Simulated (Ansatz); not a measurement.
# CLiSe+: functionals against CCSD(T) at one geometry

The task here is to estimate one member of a computed series from the others.

Computed with Ansatz 0.2.0, Gaussian basis. Level: single points in def2-TZVPP.

Cores are frozen in the correlated methods. Filled d shells of the heavier atoms are correlated. The outer core shell of Li, Na, Mg and K is correlated.

## Starting geometry

SMILES `[Li][C+]=[Se]`, 3 atoms, charge 1, spin multiplicity 1.

Atoms are counted from 1 here; the program's logs count them from 0.

Bond lengths: Li1–C2 1.978 Å, C2–Se3 1.570 Å. Angles: Li1–C2–Se3 172.1°.

As a file:

```
Li    0.0720   -1.4866   -0.9288
C    -0.0123    0.1815    0.1304
Se    0.0620    1.5862    0.8281
```

The first run:

run/in.yaml

```yaml
crystal:
  periodic: [false, false, false]
  atoms:
    - {symbol: Li, position_ang: [0.072000, -1.486600, -0.928800]}
    - {symbol: C, position_ang: [-0.012300, 0.181500, 0.130400]}
    - {symbol: Se, position_ang: [0.062000, 1.586200, 0.828100]}
basis:
  gaussian: {orbitals: def2-TZVPP}
total_charge: 1
correlation: {method: ccsd_t}
output: {forces: true}
```

The command line of these runs was not kept.

Among the steps run: CCSD(T)/def2-TZVPP; PBE0-D4/def2-TZVPP; wB97M-V/def2-TZVPP; r2SCAN-D4/def2-TZVPP; PBE-D4/def2-TZVPP; wB97X-V/def2-TZVPP; LC-wPBE/def2-TZVPP.

One table of the session follows, with a row left open; its other results are not shown here.

| method | RMS force component (eV/Å) | angle to CCSD(T) forces (°) |
| --- | --- | --- |
| CCSD(T) | 2.296 | reference |
| PBE0-D4 | 1.883 | 0.4 |
| wB97M-V | ? | ? |
| r2SCAN-D4 | 2.020 | 0.7 |
| PBE-D4 | 2.308 | 0.9 |
| wB97X-V | 1.662 | 2.0 |
| LC-wPBE | 1.335 | 3.1 |

**Question.** Estimate the row for wB97M-V.

**Answer.** RMS force component (eV/Å): 1.697; angle to CCSD(T) forces (°): 1.7. In the column «RMS force component (eV/Å)» it lies between wB97X-V (1.662) and PBE0-D4 (1.883).
